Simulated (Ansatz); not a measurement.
# C₂H₇BFN: one species, many methods

How much do the methods differ for C₂H₇BFN? The plan is to run it at one geometry with functionals of several rungs and with coupled cluster. The yardstick is the atomisation energy at the CCSD(T) limit.

Program: Ansatz 0.2.0, Gaussian basis. Level of theory: functionals in def2-TZVPP, the program's frozen cores in correlated methods. These are calculated values, not measurements.

The runs, in order: PBE-D4, r2SCAN-D4, PBE0-D4, B3LYP-D4, ωB97X-V, ωB97M-V, B2PLYP; CCSD(T)/def2-TZVPP; MP2/def2-QZVPP; extrapolation to the limit.

## (1) The relaxed structure

The geometry comes from an earlier relaxation with PBE0-D4 in a triple-zeta def2 set; it is a stationary point, not always the lowest conformer.

SMILES `CC(N)BF`, 12 atoms, charge 0, spin multiplicity 1.

Atoms are counted from 1 here; the program's logs count them from 0.

Bond lengths: C1–C2 1.526 Å, C1–H6 1.092 Å, C1–H7 1.094 Å, C1–H8 1.092 Å, C2–N3 1.452 Å, C2–B4 1.561 Å, C2–H9 1.116 Å, N3–H10 1.011 Å, N3–H11 1.012 Å, B4–F5 1.326 Å, B4–H12 1.200 Å. Angles: C2–C1–H6 111.3°, C2–C1–H7 110.8°, C2–C1–H8 110.5°, H6–C1–H7 107.8°, H6–C1–H8 108.7°, H7–C1–H8 107.6°, C1–C2–N3 110.5°, C1–C2–B4 112.5°, C1–C2–H9 106.2°, N3–C2–B4 113.2°, N3–C2–H9 112.9°, B4–C2–H9 101.0°, C2–N3–H10 111.8°, C2–N3–H11 111.6°, H10–N3–H11 108.1°, C2–B4–F5 120.1°, C2–B4–H12 122.8°, F5–B4–H12 117.0°.

Geometry (Å):

```
C    -1.15001    0.67487   -0.25700
C     0.02242   -0.28713   -0.08949
N     0.08787   -0.77823    1.27582
B     1.37047    0.32043   -0.58875
F     2.49493    0.07126    0.06843
H    -1.21342    1.04873   -1.28155
H    -2.09575    0.17844   -0.02239
H    -1.04627    1.52471    0.42093
H    -0.13337   -1.10105   -0.83679
H     0.95567   -1.26356    1.45989
H    -0.67495   -1.41029    1.48143
H     1.45942    0.96672   -1.59644
```

## (2) PBE-D4 (GGA)

Contents of in.yaml:

```yaml
crystal:
  periodic: [false, false, false]
  atoms:
    - {symbol: C, position_ang: [-1.150014, 0.674865, -0.257002]}
    - {symbol: C, position_ang: [0.022416, -0.287134, -0.089486]}
    - {symbol: N, position_ang: [0.087875, -0.778228, 1.275824]}
    - {symbol: B, position_ang: [1.370466, 0.320425, -0.588746]}
    - {symbol: F, position_ang: [2.494926, 0.071265, 0.068426]}
    - {symbol: H, position_ang: [-1.213424, 1.048731, -1.281555]}
    - {symbol: H, position_ang: [-2.095748, 0.178437, -0.022387]}
    - {symbol: H, position_ang: [-1.046271, 1.524709, 0.420927]}
    - {symbol: H, position_ang: [-0.133365, -1.101047, -0.836788]}
    - {symbol: H, position_ang: [0.955673, -1.263562, 1.459895]}
    - {symbol: H, position_ang: [-0.674951, -1.410286, 1.481431]}
    - {symbol: H, position_ang: [1.459418, 0.966723, -1.596440]}
basis:
  gaussian: {orbitals: def2-TZVPP}
hamiltonian: {xc: pbe, dispersion: d4}
output: {forces: true, orbitals: {seedname: orbitals}}
```

Started as:

```bash
ansatz run in.yaml --threads 4 --pin off --events-out ev --progress --plain --max-ram 10444MiB
```

Further steps of the session: r2SCAN-D4 (meta-GGA); PBE0-D4 (hybrid); B3LYP-D4 (hybrid); ωB97X-V (range-separated); ωB97M-V (range-separated); B2PLYP (double hybrid); CCSD(T) in def2-TZVPP; MP2 in def2-QZVPP.

Q: Predict the results of all the runs planned. Wanted: atomisation energy, CCSD(T)/CBS; farthest; mean size of error, hybrid; mean size of error, range-separated; gap, smallest and largest; T1 diagnostic; triples share of the correlation energy.

**Answer**, as computed:

```
                               quantity                                 value
        atomisation energy, CCSD(T)/CBS                         4636.1 kJ/mol
 functionals within 23.2 kJ/mol (0.5 %)          r2SCAN-D4, B3LYP-D4, ωB97X-V
                               farthest                PBE-D4 (+109.6 kJ/mol)
             mean size of error, hybrid                           26.1 kJ/mol
    mean size of error, range-separated                           24.2 kJ/mol
              gap, smallest and largest  3.86 eV (PBE-D4), 11.04 eV (ωB97X-V)
                          T1 diagnostic                                0.0112
triples share of the correlation energy                                 3.4 %
```

**Reading.** PBE-D4 is off by +109.6 kJ/mol. Double hybrids carry the basis error of their MP2 part in triple zeta, and no dispersion term here, so their miss is partly the set-up's. Misses under about 23.2 kJ/mol are within the doubt on the reference itself, which lacks core-valence correlation, relativity and higher excitations. Hartree-Fock recovers 74 % of the binding; the rest is correlation. The gap grows from 3.9 to 11.0 eV across the functionals, mostly with the share of exact exchange.
